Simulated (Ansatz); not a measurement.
What does this script print? It uses Ansatz's Python interface.

Script `run_methods.py`:
```python
"""One geometry of C2H7BFN, method by method."""

from pathlib import Path

import ansatz as az
import numpy as np


def main() -> None:
    geometry_ang = [
        ("C", (-1.231, 0.596, 0.7748)),
        ("C", (0.2091, 0.6534, 0.4479)),
        ("F", (0.8936, 0.9265, 1.5885)),
        ("B", (0.76, -0.737, -0.1442)),
        ("N", (1.2905, -0.8378, -1.5534)),
        ("H", (-1.5837, 1.6456, 1.1651)),
        ("H", (-1.842, 0.4444, -0.1544)),
        ("H", (-1.4733, -0.1195, 1.5161)),
        ("H", (0.4254, 1.4714, -0.2529)),
        ("H", (0.5791, -1.7235, 0.5404)),
        ("H", (1.489, -1.836, -1.7023)),
        ("H", (0.5605, -0.5386, -2.1915)),
    ]
    c2h7bfn = az.Crystal.molecule()
    for symbol, xyz in geometry_ang:
        c2h7bfn = c2h7bfn.atom(symbol, xyz)

    base = c2h7bfn.calculation().basis(gaussian="cc-pVDZ")

    print("functional    E (Ha)        dipole (D)   HOMO (eV)  LUMO (eV)")
    for name in ["pbe0", "pbe", "lc_wpbe", "cam_b3lyp", "r2scan0"]:
        r = base.functional(name).forces().orbitals().run(runs_dir="runs").report
        lines = Path(r["orbitals_path"]).read_text().splitlines()
        field_of = lambda key: [line.split("=")[1].strip() for line in lines if line.startswith(key)]
        orbitals = [(27.211386 * float(e), s, float(n)) for e, s, n in zip(field_of("Ene="), field_of("Spin="), field_of("Occup="))]
        homo = max(e for e, _, n in orbitals if n > 0.5)
        lumo = min(e for e, _, n in orbitals if n < 0.5)
        dipole = 4.803205 * np.linalg.norm(r["charge_distribution"]["dipole_moment_e_ang"])
        print(f"{name:10s} {r['free_energy_ev'] / 27.211386246:14.6f} {dipole:9.3f} {homo:11.3f} {lumo:10.3f}")


if __name__ == "__main__":
    main()
```

```console
$ python run_methods.py
functional    E (Ha)        dipole (D)   HOMO (eV)  LUMO (eV)
pbe0          -259.590450     2.833      -7.682     -0.629
pbe           -259.559328     2.708      -6.158     -1.609
lc_wpbe       -259.724034     2.853     -10.467      1.780
cam_b3lyp     -259.763490     2.837      -9.113      0.551
r2scan0       -259.716580     2.892      -7.899     -0.446
```

Notes:
- These settings explore the input space; basis and method may be short of convergence.
- The geometry is a force-field or estimated start, not a minimum of this method, and the basis set is short of its limit. A lower total doesn't mark the better method: functionals have no common bound, and MP2 and coupled cluster aren't variational.
- Levels such as HOMO and LUMO are orbital energies: with these approximate functionals they aren't the ionisation energy and electron affinity, and their gap isn't the fundamental gap.
- Wall time of the script: 26 s on 1 thread of Arm Neoverse V1 (shared host), peak memory 0.29 GiB.

(Lines on the test bed's own set-up are left out of the output.)
